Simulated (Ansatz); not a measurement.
## KRh under changes of volume

One of the cells (30.271 Å³/atom); the others are scaled copies at fixed shape and fractional positions:

```xyz
2
Lattice="3.9266 0.0000 0.0000 0.0000 3.9266 0.0000 0.0000 0.0000 3.9266" Properties=species:S:1:pos:R:3 pbc="T T T"
K     0.0000    0.0000    0.0000
Rh    1.9633    1.9633    1.9633
```

The cell was built by a generator and needn't be a form met in nature.

* Program: Ansatz 0.2.0
* Functional: PBE
* Potentials or basis: all-electron LAPW, scalar-relativistic
* Cutoff: 151 eV (chosen from the basis error)
* Basis error allowed: 0.0005 eV/atom
* k mesh: 7 × 7 × 7
* Occupations: fermi-dirac, width 0.05 eV
* Spin: no spin polarisation

| volume (Å³/atom) | energy over the lowest point (meV/atom) | pressure (GPa) |
| --- | --- | --- |
| 28.455 | 0.00 | -2.8 |
| 29.060 | 11.23 | -3.0 |
| 29.666 | 23.28 | -3.2 |
| 30.271 | 36.04 | -3.4 |
| 30.876 | ? | ? |
| 31.482 | 63.31 | -3.6 |
| 32.087 | 77.66 | -3.8 |

Problem. What does the run at 30.876 Å³/atom give?

Solution. Energy over the lowest point 49.41 meV/atom; pressure -3.5 GPa.

Worked out: A Birch-Murnaghan fit of order 3 (a polynomial in V^(-2/3)) to the other rows has no minimum within the range. It gives 49.40 meV/atom at 30.876 Å³/atom, against the run's 49.41, and -dE/dV = -3.6 GPa, against -3.5.

Energies are extrapolated to zero smearing.

The runs don't all hold the same shells in valence.
